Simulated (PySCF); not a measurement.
**InP⁻: the SCF solver's settings**

Do solver options change the result for InP⁻, or only the number of cycles?

Computed with PySCF 2.14.0. Level: each script names its method and basis.

5 further runs of the same task are left out: 5 that didn't finish.

## Step 1: The starting structure

InP⁻: 2 atoms, charge -1, spin multiplicity 2.

Bond lengths: In1–P2 2.683 Å.

## Step 2: The base run

input.py reads:

```python
from pyscf import gto, scf
from pyscf.prop.polarizability import uhf as pol

mol = gto.M(
    atom='In 0 0 0; P 0 0 2.683',
    basis='x2c-svpall',
    charge=-1,
    spin=1,
    verbose=4,
)
mf = scf.UHF(mol)
mf = mf.sfx2c1e()
mf.kernel()
print('polarizability (a.u.)')
print(pol.Polarizability(mf).polarizability().round(4))
mf.dip_moment()
print('orbital energies (hartree):', [e[max(0, n-3):n+3].round(4) for e, n in zip(mf.mo_energy, mol.nelec)])
```

Run with:

```sh
OMP_NUM_THREADS=1 python input.py
```

Its log is not repeated here.

Base result: E(SCF) = -6219.116215 Eh, ⟨S²⟩ = 0.792, α(xx, yy, zz) = 49.6, 49.6, 136.6 bohr³.

The bond length is a typed value, not an optimised one. The dipole of an ion depends on the origin.

## Step 3: Smearing width 0.2 hartree

Run 1 changes smearing width: none → 0.2 hartree; step after the SCF: polarizability → none.

input.py reads:

```python
from pyscf import gto, scf

mol = gto.M(
    atom='In 0 0 0; P 0 0 2.683',
    basis='x2c-svpall',
    charge=-1,
    spin=1,
    verbose=4,
)
mf = scf.UHF(mol)
mf = mf.sfx2c1e()
mf = scf.addons.smearing_(mf, sigma=0.2, method='fermi')
mf.kernel()
mf.dip_moment()
print('orbital energies (hartree):', [e[max(0, n-3):n+3].round(4) for e, n in zip(mf.mo_energy, mol.nelec)])
```

Run with:

```sh
OMP_NUM_THREADS=1 python input.py
```

## Step 4: Level shift 0.1 hartree

Run 2 changes level shift: none → 0.1 hartree.

Edit input.py of step 2 so:

```diff
@@ -12,2 +12,3 @@
 mf = mf.sfx2c1e()
+mf.level_shift = 0.1
 mf.kernel()
```

## Step 5: Initial guess atom

Run 3 changes initial guess: minao → atom.

Edit input.py of step 2 so:

```diff
@@ -12,2 +12,3 @@
 mf = mf.sfx2c1e()
+mf.init_guess = 'atom'
 mf.kernel()
```

## Step 6: Smearing width 0.01 hartree

Run 4 changes smearing width: none → 0.01 hartree; step after the SCF: polarizability → none.

input.py reads:

```python
from pyscf import gto, scf

mol = gto.M(
    atom='In 0 0 0; P 0 0 2.683',
    basis='x2c-svpall',
    charge=-1,
    spin=1,
    verbose=4,
)
mf = scf.UHF(mol)
mf = mf.sfx2c1e()
mf = scf.addons.smearing_(mf, sigma=0.01, method='fermi')
mf.kernel()
mf.dip_moment()
print('orbital energies (hartree):', [e[max(0, n-3):n+3].round(4) for e, n in zip(mf.mo_energy, mol.nelec)])
```

## Step 7: Smearing width 0.005 hartree

Run 5 changes smearing width: none → 0.005 hartree; step after the SCF: polarizability → none.

input.py reads:

```python
from pyscf import gto, scf

mol = gto.M(
    atom='In 0 0 0; P 0 0 2.683',
    basis='x2c-svpall',
    charge=-1,
    spin=1,
    verbose=4,
)
mf = scf.UHF(mol)
mf = mf.sfx2c1e()
mf = scf.addons.smearing_(mf, sigma=0.005, method='fermi')
mf.kernel()
mf.dip_moment()
print('orbital energies (hartree):', [e[max(0, n-3):n+3].round(4) for e, n in zip(mf.mo_energy, mol.nelec)])
```

Q: Predict the outcome of this session. Wanted: for each run, E(SCF); from base; gap, α spin.

**Answer**, as computed:

```csv
run,E(SCF) (hartree),from base (eV),cycles,"gap, α spin (eV)"
base,-6219.116215,0,16,6.89
smearing width 0.2 hartree (poor choice),-6217.647447,not comparable,13,n/a
level shift 0.1 hartree,-6219.116215,0.0000,18,6.89
initial guess atom,-6219.116215,0.0000,16,6.89
smearing width 0.01 hartree,-6219.040540,not comparable,13,n/a
smearing width 0.005 hartree,-6219.040561,not comparable,11,n/a
```

Distance from each run's final energy (log10 hartree) by cycle:

```csv
run,cycle 1,cycle 2,cycle 3,cycle 5,cycle 8,cycle 12
base,-0.8,-0.5,-2.5,-3.3,-3.5,-7.0
smearing width 0.2 hartree (poor choice),-1.2,-1.8,-2.2,-3.9,-6.1,-8.1
level shift 0.1 hartree,-0.8,-1.1,-2.2,-3.3,-3.3,-6.2
initial guess atom,-0.9,-0.6,-2.5,-3.4,-3.5,-7.0
smearing width 0.01 hartree,-0.8,-0.4,-1.9,-4.1,-6.2,-10.2
smearing width 0.005 hartree,-0.8,-0.4,-2.9,-4.8,-7.3,done
```

What this shows: With level shift 0.1 hartree or initial guess atom the SCF ends at the base energy. With level shift 0.1 hartree, initial guess atom the path hardly changes: 16 to 18 cycles against 16. Rows marked «poor choice» come from settings spoiled on purpose.
